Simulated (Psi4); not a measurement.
# One shape, several levels: GeNH3 (SMILES [NH2][GeH])

We compute a comparison of 4 runs (B3LYP/def2-TZVP, BLYP/def2-TZVP, TPSS/def2-TZVP, r2SCAN/def2-TZVP) of GeNH3. 

The calculation is run with Psi4 1.11.

## Step 1: The molecule

GeNH3: 5 atoms, total charge 0, spin state singlet. SMILES: `[NH2][GeH]`. One bond was lengthened or shortened from a relaxed shape.

Bond lengths: N1–Ge2 2.088 Å, N1–H3 1.008 Å, N1–H4 1.007 Å, Ge2–H5 1.602 Å. Angles: N1–Ge2–H5 92.6°, Ge2–N1–H3 121.9°, Ge2–N1–H4 125.6°, H3–N1–H4 112.5°.

## Step 2: The energy at B3LYP/def2-TZVP (run 1)

File input.json:

```json
{
 "schema_name": "qcschema_input",
 "schema_version": 1,
 "molecule": {
  "schema_name": "qcschema_molecule",
  "schema_version": 2,
  "symbols": ["N", "Ge", "H", "H", "H"],
  "geometry": [-0.46305471, -1.55060343, 0.1380256, 1.86856119, 1.61269227, 0.49095085, 0.0371558, -3.250979, 0.83325584, -2.16550898, -1.58442953, -0.71216219, -0.09505322, 3.39621579, -0.96621697],
  "molecular_charge": 0,
  "molecular_multiplicity": 1,
  "fix_symmetry": "c1",
  "fix_com": true,
  "fix_orientation": true
 },
 "driver": "energy",
 "model": {
  "method": "b3lyp",
  "basis": "def2-TZVP"
 },
 "keywords": {
  "puream": true,
  "e_convergence": 1e-09,
  "d_convergence": 1e-08,
  "scf_type": "pk",
  "dft_radial_points": 99,
  "dft_spherical_points": 590,
  "scf_properties": ["WIBERG_LOWDIN_INDICES", "LOWDIN_CHARGES", "MULLIKEN_CHARGES"]
 }
}
```

On the command line:

```
$ psi4 --qcschema input.json -n 1 --memory 1600MB
```

stdout:

```text
[...]
  Running in c1 symmetry.
[...]
  Nuclear repulsion =   88.921773795876717
[...]
  Multiplicity = 1
[...]
  Nalpha       = 21
  Nbeta        = 21
[...]
    Number of basis functions: 97
[...]
   @RKS iter   1: -2132.04430940461589   -2.26625e+00   3.14155e-02 ADIIS/DIIS
[...]
   @RKS iter  12: -2133.60824623124472   -4.09273e-12   6.12028e-09 DIIS
[...]
  @RKS Final Energy: -2133.60824623124472
   => Energetics <=
    Nuclear Repulsion Energy =             88.9217737958767174
    One-Electron Energy =               -3148.0885073063295749
    Two-Electron Energy =                 995.6106374120189457
    DFT Exchange-Correlation Energy =     -70.0521501328104677
    Empirical Dispersion Energy =           0.0000000000000000
    VV10 Nonlocal Energy =                  0.0000000000000000
    Total Energy =                      -2133.6082462312442658
[...]
 Multipole Moments:
 ------------------------------------------------------------------------------------
     Multipole            Electronic (a.u.)      Nuclear  (a.u.)        Total (a.u.)
 ------------------------------------------------------------------------------------
 L = 1.  Multiply by 2.5417464519 to convert [e a0] to [Debye]
 Dipole X            :        -54.3315706           54.3291687           -0.0024019
 Dipole Y            :        -39.4312859           39.3127359           -0.1185500
 Dipole Z            :        -15.8016724           15.8314831            0.0298106
 Magnitude           :                                                    0.1222643
[...]
```

The result, in JSON:

```text
{
 "driver": "energy",
 "model": {
  "method": "b3lyp",
  "basis": "def2-TZVP"
 },
 "success": true,
 "return_result": -2133.6082462312447,
 "properties": {
  "calcinfo_nbasis": 97,
  "calcinfo_nmo": 97,
  "calcinfo_nalpha": 21,
  "calcinfo_nbeta": 21,
  "calcinfo_natom": 5,
  "nuclear_repulsion_energy": 88.92177379587672,
  "return_energy": -2133.6082462312447,
  "scf_one_electron_energy": -3148.0885073063296,
  "scf_two_electron_energy": 995.610637412019,
  "scf_xc_energy": -70.05215013281047,
  "scf_dipole_moment": [-0.00240190277512653, -0.1185500224035465, 0.029810636932916523],
  "scf_total_energy": -2133.6082462312447,
  "scf_iterations": 12
 }
}
```

Run time: 11 s. Hardware: 1 thread of Intel Xeon 6975P-C (Granite Rapids), shared host; peak memory 0.74 GiB.

## Step 3: The energy at BLYP/def2-TZVP (run 2)

File job.in:

```
memory 1600 MB

molecule mol {
  0 1
  N     -0.245038    -0.820544     0.073040
  Ge     0.988800     0.853400     0.259800
  H      0.019662    -1.720344     0.440940
  H     -1.145938    -0.838444    -0.376860
  H     -0.050300     1.797200    -0.511300
  symmetry c1
}

set globals {
  basis def2-TZVP
  puream true
  e_convergence 1e-09
  d_convergence 1e-08
  scf_type pk
  dft_radial_points 99
  dft_spherical_points 590
}

result, w = energy("blyp", return_wfn=True)
print_variables()
```

On the command line:

```
$ psi4 job.in job.out -n 1
```

job.out:

```text
[...]
  Running in c1 symmetry.
[...]
  Nuclear repulsion =   88.921773659139660
[...]
  Multiplicity = 1
[...]
  Nalpha       = 21
  Nbeta        = 21
[...]
    Number of basis functions: 97
[...]
   @RKS iter   1: -2131.82713654240479   -1.78009e+00   3.27662e-02 DIIS/ADIIS
[...]
   @RKS iter  13: -2133.60409349212341    1.36424e-12   2.22738e-09 DIIS
[...]
  @RKS Final Energy: -2133.60409349212341
   => Energetics <=
    Nuclear Repulsion Energy =             88.9217736591396601
    One-Electron Energy =               -3147.6957068877563870
    Two-Electron Energy =                1012.1769304055945895
    DFT Exchange-Correlation Energy =     -87.0070906691013448
    Empirical Dispersion Energy =           0.0000000000000000
    VV10 Nonlocal Energy =                  0.0000000000000000
    Total Energy =                      -2133.6040934921234111
[...]
 Multipole Moments:
 ------------------------------------------------------------------------------------
     Multipole            Electronic (a.u.)      Nuclear  (a.u.)        Total (a.u.)
 ------------------------------------------------------------------------------------
 L = 1.  Multiply by 2.5417464519 to convert [e a0] to [Debye]
 Dipole X            :          5.3853734           -5.4288119           -0.0434385
 Dipole Y            :          4.8346660           -5.0427939           -0.2081279
 Dipole Z            :          1.4598132           -1.4273746            0.0324386
 Magnitude           :                                                    0.2150730
[...]
```

Run time: 10 s. Hardware: 1 thread of Intel Xeon 6975P-C (Granite Rapids), shared host; peak memory 0.74 GiB.

Run 3 isn't shown in full; the table further down has it.

## Step 4: Energy and gradient at r2SCAN/def2-TZVP (run 4)

File job.json:

```json
{
  "schema_name": "qcschema_input",
  "schema_version": 1,
  "molecule": {
    "schema_name": "qcschema_molecule",
    "schema_version": 2,
    "symbols": ["N", "Ge", "H", "H", "H"],
    "geometry": [-0.46305471, -1.55060343, 0.1380256, 1.86856119, 1.61269227, 0.49095085, 0.0371558, -3.250979, 0.83325584, -2.16550898, -1.58442953, -0.71216219, -0.09505322, 3.39621579, -0.96621697],
    "molecular_charge": 0,
    "molecular_multiplicity": 1,
    "fix_symmetry": "c1"
  },
  "driver": "gradient",
  "model": {
    "method": "r2scan",
    "basis": "def2-TZVP"
  },
  "keywords": {
    "puream": true,
    "e_convergence": 1e-09,
    "d_convergence": 1e-08,
    "scf_type": "pk",
    "dft_radial_points": 99,
    "dft_spherical_points": 590
  }
}
```

On the command line:

```
$ psi4 --qcschema job.json -n 1 --memory 1600MB
```

stdout:

```text
[...]
  Running in c1 symmetry.
[...]
  Nuclear repulsion =   88.921773795876717
[...]
  Multiplicity = 1
[...]
  Nalpha       = 21
  Nbeta        = 21
[...]
    Number of basis functions: 97
[...]
   @RKS iter   1: -2131.88869840982488   -2.01812e+00   3.18498e-02 DIIS/ADIIS
[...]
   @RKS iter  12: -2133.50809375734343   -1.90994e-11   9.09564e-09 DIIS
[...]
  @RKS Final Energy: -2133.50809375734343
   => Energetics <=
    Nuclear Repulsion Energy =             88.9217737958767174
    One-Electron Energy =               -3148.3286693284885587
    Two-Electron Energy =                1012.8483489406828539
    DFT Exchange-Correlation Energy =     -86.9495471654142733
    Empirical Dispersion Energy =           0.0000000000000000
    VV10 Nonlocal Energy =                  0.0000000000000000
    Total Energy =                      -2133.5080937573434312
[...]
  -Total Gradient:
     Atom            X                  Y                   Z
    ------   -----------------  -----------------  -----------------
       1       -0.037473671395    -0.052908209923    -0.005132189877
       2        0.037937174877     0.052797279509     0.005406069498
       3       -0.002439773379    -0.000071110527    -0.001222279634
       4        0.001230856276    -0.002532006891     0.001289387632
       5        0.000946388418     0.002819222478    -0.000266948953
[...]
```

The result, in JSON:

```text
{
 "driver": "gradient",
 "model": {
  "method": "r2scan",
  "basis": "def2-TZVP"
 },
 "success": true,
 "return_result": [-0.037473671394560204, -0.052908209922930466, -0.00513218987749919, 0.03793717487730658, 0.05279727950917765, 0.005406069497660357, -0.002439773379169924, -7.111052703029364e-05, -0.0012222796343553666, 0.0012308562761585429, -0.0025320068907961155, 0.0012893876324669706, 0.0009463884183189969, 0.0028192224784301806, -0.0002669489525751606],
 "properties": {
  "calcinfo_nbasis": 97,
  "calcinfo_nmo": 97,
  "calcinfo_nalpha": 21,
  "calcinfo_nbeta": 21,
  "calcinfo_natom": 5,
  "nuclear_repulsion_energy": 88.92177379587672,
  "return_energy": -2133.5080937573434,
  "return_gradient": [-0.037473671394560204, -0.052908209922930466, -0.00513218987749919, 0.03793717487730658, 0.05279727950917765, 0.005406069497660357, -0.002439773379169924, -7.111052703029364e-05, -0.0012222796343553666, 0.0012308562761585429, -0.0025320068907961155, 0.0012893876324669706, 0.0009463884183189969, 0.0028192224784301806, -0.0002669489525751606],
  "scf_one_electron_energy": -3148.3286693284886,
  "scf_two_electron_energy": 1012.8483489406829,
  "scf_xc_energy": -86.94954716541427,
  "scf_dipole_moment": [-0.09331696810134193, -0.1840517971110085, 0.0009676467548453971],
  "scf_total_energy": -2133.5080937573434,
  "scf_total_gradient": [-0.037473671394560204, -0.052908209922930466, -0.00513218987749919, 0.03793717487730658, 0.05279727950917765, 0.005406069497660357, -0.002439773379169924, -7.111052703029364e-05, -0.0012222796343553666, 0.0012308562761585429, -0.0025320068907961155, 0.0012893876324669706, 0.0009463884183189969, 0.0028192224784301806, -0.0002669489525751606],
  "scf_iterations": 12
 }
}
```

It took 27 s on 1 thread of Intel Xeon 6975P-C (Granite Rapids), shared host; peak memory 0.83 GiB.

## Step 5: Overview of the runs

| run | level | task | energy (Eh) | dipole moment (D) | HOMO energy (eV) | LUMO energy (eV) | wall time |
| --- | --- | --- | --- | --- | --- | --- | --- |
| 1 | B3LYP/def2-TZVP | energy | -2133.608246 | 0.31 | -6.84 | -2.44 | 11 s |
| 2 | BLYP/def2-TZVP | energy | -2133.604093 | 0.55 | -5.77 | -2.87 | 10 s |
| 3 | TPSS/def2-TZVP | gradient | -2133.536645 | 0.54 | -5.96 | -2.90 | 30 s |
| 4 | r2SCAN/def2-TZVP | gradient | -2133.508094 | 0.52 | -6.18 | -2.92 | 27 s |

## Step 6: Outcome

| quantity | value |
| --- | --- |
| run 4: total energy | -2133.50809 Eh |
| run 4: dipole moment | 0.52 D |
| run 4: HOMO energy | -6.18 eV |
| run 4: LUMO energy | -2.92 eV |
| run 4: HOMO–LUMO gap | 3.26 eV |
| run 4: largest force on an atom | 3.355 eV/Å |

The dipole moment (its size) runs from 0.31 D (B3LYP/def2-TZVP) to 0.55 D (BLYP/def2-TZVP). The HOMO–LUMO gap runs from 2.90 eV (BLYP/def2-TZVP) to 4.40 eV (B3LYP/def2-TZVP). Totals of different functionals can't be ranked against each other. All runs together took 77 s, the longest 30 s.
